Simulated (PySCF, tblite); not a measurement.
# CH3O2Si radical: geometry, infrared bands and EPR parameters

What infrared bands and EPR parameters should CH3O2Si radical (`O=[C]O[SiH3]`) show?

Computed with tblite 0.8.0 and PySCF 2.14.0, with density-fitted response routines of our own, on a single molecule in the gas phase. Atoms count from 0, in the outputs and in this text.

**1. The starting structure**

7 atoms, charge 0, multiplicity 2; geometry from: force field or distance geometry start.

Bonds of the start (Å): O0–C1 1.19, C1–O2 1.31, O2–Si3 1.66, Si3–H4 1.50, Si3–H5 1.48, Si3–H6 1.48.

**2. Relaxing the molecule with GFN2-xTB**

The job: settings as JSON, then the geometry in Å.

```
{"job": {"kind": "relax", "xc": "GFN2-xTB", "basis": "xTB"}, "charge": 0, "multiplicity": 2}
O      2.334800    -0.480400     1.175000
C      1.543500    -0.448200     0.285100
O      0.685700    -0.431100    -0.698300
Si    -0.798000     0.204600    -0.291100
H     -1.416800    -0.622100     0.798100
H     -1.697600     0.178200    -1.468200
H     -0.648300     1.603900     0.172300
```

The run is started by

```
> OMP_NUM_THREADS=1 python probes_run.py task.json out
```

This one command runs all jobs of the session in turn.

**Question.** This job is followed by: GFN2-xTB harmonic vibrations, gas phase; UKS B3LYP, pcH-1 on C H O Si, non-relativistic, mean-field spin-orbit, GIAO. What will the session give for the following? strongest single infrared mode (GFN2-xTB); zero-point energy (GFN2-xTB); g(iso) (B3LYP); ⟨S²⟩; largest a(iso) (averaged by class); potential on the surface of density 0.002 e/bohr³, 1st and 99th percentile.

As calculated:

| quantity | value |
| --- | --- |
| strongest single infrared mode (GFN2-xTB) | 1869 cm⁻¹, 660 km/mol |
| zero-point energy (GFN2-xTB) | 21.7 kcal/mol |
| g(iso) (B3LYP) | 2.00123 |
| ⟨S²⟩ | 0.753 (exact 0.75) |
| largest a(iso) (averaged by class) | 13C on C1, 605.3 MHz |
| potential on the surface of density 0.002 e/bohr³, 1st and 99th percentile | -1.44 V and 2.16 V |

Relaxing lowered the energy by 1.069 eV in 38 steps; the close pair that moved most is Si3–H4, from 1.501 to 1.457 Å. No mode is imaginary among the 15: a minimum at this level. The strongest single mode, at 1869 cm⁻¹, moves mainly C1 and O0. GFN2-xTB is a fitted tight-binding method: band positions and strengths are rough. Its intensities can rank the bands wrongly. Most of the unpaired spin sits on C1 (0.70 e). The isotropic g lies 1.1 ppt below the free-electron value. The conformer search found further structures of the same energy, which may be mirror or relabelled copies of this one.
